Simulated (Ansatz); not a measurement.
# CH₇BGeO₂: how energies converge with the basis set

The task here is to estimate one member of a computed series from the others.

Program: Ansatz 0.2.0, Gaussian basis. Level of theory: one geometry, several basis sets. These are calculated values, not measurements.

The runs, in order: PBE0-D4/def2-SVP; ωB97M-V/def2-SVP; PBE0-D4/def2-QZVPP; ωB97M-V/def2-QZVPP; the functionals' def2-TZVPP values are taken from earlier runs.

### Structure used throughout

An earlier PBE0-D4 in a triple-zeta def2 set relaxation fixed the geometry.

SMILES `[CH3][GeH2][B](O)O`, 12 atoms, charge 0, spin multiplicity 1.

Atoms are counted from 1 here; the program's logs count them from 0.

Bond lengths: C1–Ge2 1.964 Å, C1–H6 1.090 Å, C1–H7 1.091 Å, C1–H8 1.091 Å, Ge2–B3 2.093 Å, Ge2–H9 1.547 Å, Ge2–H10 1.546 Å, B3–O4 1.360 Å, B3–O5 1.360 Å, O4–H11 0.958 Å, O5–H12 0.958 Å. Angles: Ge2–C1–H6 110.3°, Ge2–C1–H7 110.3°, Ge2–C1–H8 110.4°, H6–C1–H7 108.7°, H6–C1–H8 108.7°, H7–C1–H8 108.4°, C1–Ge2–B3 112.0°, C1–Ge2–H9 108.2°, C1–Ge2–H10 108.2°, B3–Ge2–H9 110.5°, B3–Ge2–H10 110.8°, H9–Ge2–H10 106.9°, Ge2–B3–O4 122.4°, Ge2–B3–O5 122.6°, O4–B3–O5 115.0°, B3–O4–H11 113.6°, B3–O5–H12 113.7°.

Set-up of the first run:

Contents of in.yaml:

```yaml
crystal:
  periodic: [false, false, false]
  atoms:
    - {symbol: C, position_ang: [-1.224419, 1.398286, -0.134736]}
    - {symbol: Ge, position_ang: [0.359761, 0.506917, 0.608897]}
    - {symbol: B, position_ang: [0.696994, -1.360199, -0.273633]}
    - {symbol: O, position_ang: [0.199755, -2.513220, 0.248026]}
    - {symbol: O, position_ang: [1.406000, -1.509823, -1.424307]}
    - {symbol: H, position_ang: [-1.375571, 2.365416, 0.345342]}
    - {symbol: H, position_ang: [-2.113340, 0.786450, 0.024121]}
    - {symbol: H, position_ang: [-1.102610, 1.556311, -1.207171]}
    - {symbol: H, position_ang: [0.158649, 0.356861, 2.134982]}
    - {symbol: H, position_ang: [1.577240, 1.437891, 0.404327]}
    - {symbol: H, position_ang: [-0.275167, -2.389077, 1.070524]}
    - {symbol: H, position_ang: [1.769709, -0.690912, -1.762474]}
basis:
  gaussian: {orbitals: def2-SVP}
hamiltonian: {xc: pbe0, dispersion: d4}
output: {orbitals: {seedname: orbitals}}
```

Steps of the session up to this table: PBE0-D4 in def2-SVP; ωB97M-V in def2-SVP; PBE0-D4 in def2-QZVPP; ωB97M-V in def2-QZVPP.

One table of the session follows, with a row left open; its other results are not shown here.

It belongs to the step «Density functionals: the series». 

| functional | basis | HOMO (eV) | LUMO (eV) |
| --- | --- | --- | --- |
| PBE0-D4 | def2-SVP | -7.63 | 0.06 |
| PBE0-D4 | def2-TZVPP | -7.74 | -0.18 |
| PBE0-D4 | def2-QZVPP | -7.76 | -0.32 |
| ωB97M-V | def2-SVP | -9.78 | 1.97 |
| ωB97M-V | def2-TZVPP | ? | ? |
| ωB97M-V | def2-QZVPP | -9.94 | 1.13 |

Estimate the missing values for ωB97M-V, def2-TZVPP.

**Answer.** HOMO (eV): -9.91; LUMO (eV): 1.52. In the column «HOMO (eV)» it lies between ωB97M-V, def2-QZVPP (-9.94) and ωB97M-V, def2-SVP (-9.78).
